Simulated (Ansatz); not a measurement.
**C2H8Se2Si: vertical ionisation energy**

An exercise on one series of results from a longer session: the logs are not shown, and one member is left open.

Method: unrestricted cation, the program's frozen cores in correlated methods; program: Ansatz 0.2.0, Gaussian basis.

The runs, in order: UKS PBE-D4/def2-TZVPP; UKS r2SCAN-D4/def2-TZVPP; UKS PBE0-D4/def2-TZVPP; UKS B3LYP-D4/def2-TZVPP; UKS wB97X-V/def2-TZVPP; UKS wB97M-V/def2-TZVPP; UKS B2PLYP/def2-TZVPP; UHF-CCSD(T)/def2-TZVPP; UHF-MP2/def2-QZVPP; extrapolation to the limit; then −ε(HOMO) from the neutral's earlier runs with LDA (SPW92), PBE-D4, revPBE-D4, BLYP-D4, r2SCAN-D4, B97M-V, PBE0-D4, B3LYP-D4, r2SCANh-D4, r2SCAN0-D4, HSE06-D4, BHLYP-D4, CAM-B3LYP-D4, LC-ωPBE, ωB97X-V, ωB97M-V.

## The geometry

All runs share one geometry, relaxed beforehand with PBE0-D4 in a triple-zeta def2 set.

SMILES `C[SiH2][Se][Se]C`, 13 atoms, charge 0, spin multiplicity 1.

Atoms are counted from 1 here; the program's logs count them from 0.

Bond lengths: C1–Si2 1.862 Å, C1–H6 1.094 Å, C1–H7 1.092 Å, C1–H8 1.092 Å, Si2–Se3 2.288 Å, Si2–H9 1.487 Å, Si2–H10 1.489 Å, Se3–Se4 2.335 Å, Se4–C5 1.946 Å, C5–H11 1.087 Å, C5–H12 1.088 Å, C5–H13 1.091 Å. Angles: Si2–C1–H6 110.3°, Si2–C1–H7 110.7°, Si2–C1–H8 110.0°, H6–C1–H7 108.7°, H6–C1–H8 108.5°, H7–C1–H8 108.6°, C1–Si2–Se3 112.1°, C1–Si2–H9 110.9°, C1–Si2–H10 111.4°, Se3–Si2–H9 108.4°, Se3–Si2–H10 104.9°, H9–Si2–H10 108.9°, Si2–Se3–Se4 94.7°, Se3–Se4–C5 99.3°, Se4–C5–H11 109.9°, Se4–C5–H12 110.0°, Se4–C5–H13 106.1°, H11–C5–H12 110.9° and more.

Set-up of the first run:

Contents of in.yaml:

```yaml
crystal:
  periodic: [false, false, false]
  atoms:
    - {symbol: C, position_ang: [-2.040072, -0.506349, 1.109630]}
    - {symbol: Si, position_ang: [-0.520529, -1.319054, 0.404201]}
    - {symbol: Se, position_ang: [1.407649, -0.437491, 1.265560]}
    - {symbol: Se, position_ang: [1.078286, 1.680503, 0.339201]}
    - {symbol: C, position_ang: [1.915416, 1.399526, -1.395404]}
    - {symbol: H, position_ang: [-2.941462, -0.925381, 0.653851]}
    - {symbol: H, position_ang: [-2.091752, -0.657903, 2.189400]}
    - {symbol: H, position_ang: [-2.017533, 0.566447, 0.908391]}
    - {symbol: H, position_ang: [-0.481695, -1.175373, -1.075711]}
    - {symbol: H, position_ang: [-0.468556, -2.766770, 0.749953]}
    - {symbol: H, position_ang: [2.966678, 1.154160, -1.264196]}
    - {symbol: H, position_ang: [1.396754, 0.609841, -1.934798]}
    - {symbol: H, position_ang: [1.817315, 2.343042, -1.935179]}
basis:
  gaussian: {orbitals: def2-TZVPP}
total_charge: 1
magnetization: {spin_polarized: true, initial_magnetization: 1}
hamiltonian: {xc: pbe, dispersion: d4}
```

Steps of the session up to this table: Cation, UKS PBE-D4/def2-TZVPP; Cation, UKS r2SCAN-D4/def2-TZVPP; Cation, UKS PBE0-D4/def2-TZVPP; Cation, UKS B3LYP-D4/def2-TZVPP; Cation, UKS wB97X-V/def2-TZVPP; Cation, UKS wB97M-V/def2-TZVPP; Cation, UKS B2PLYP (frozen core)/def2-TZVPP; Cation, UHF-CCSD(T)/def2-TZVPP; Cation, UHF-MP2/def2-QZVPP.

One table of the session follows, with a row left open; its other results are not shown here.

Orbital estimates, from the neutral's runs:

| functional | −ε(HOMO) (eV) |
| --- | --- |
| LDA (SPW92) | 5.48 |
| PBE-D4 | 5.34 |
| revPBE-D4 | 5.29 |
| BLYP-D4 | 5.18 |
| r2SCAN-D4 | 5.58 |
| B97M-V | 5.71 |
| PBE0-D4 | 6.46 |
| B3LYP-D4 | 6.23 |
| r2SCANh-D4 | 5.99 |
| r2SCAN0-D4 | 6.61 |
| HSE06-D4 | 6.07 |
| BHLYP-D4 | 7.43 |
| CAM-B3LYP-D4 | 7.71 |
| LC-ωPBE | 9.03 |
| ωB97X-V | 8.71 |
| ωB97M-V | ? |

Q: Estimate the row for ωB97M-V from the others.

**Answer.** −ε(HOMO) (eV): 8.58. In the column «−ε(HOMO) (eV)» it lies between CAM-B3LYP-D4 (7.71) and ωB97X-V (8.71).
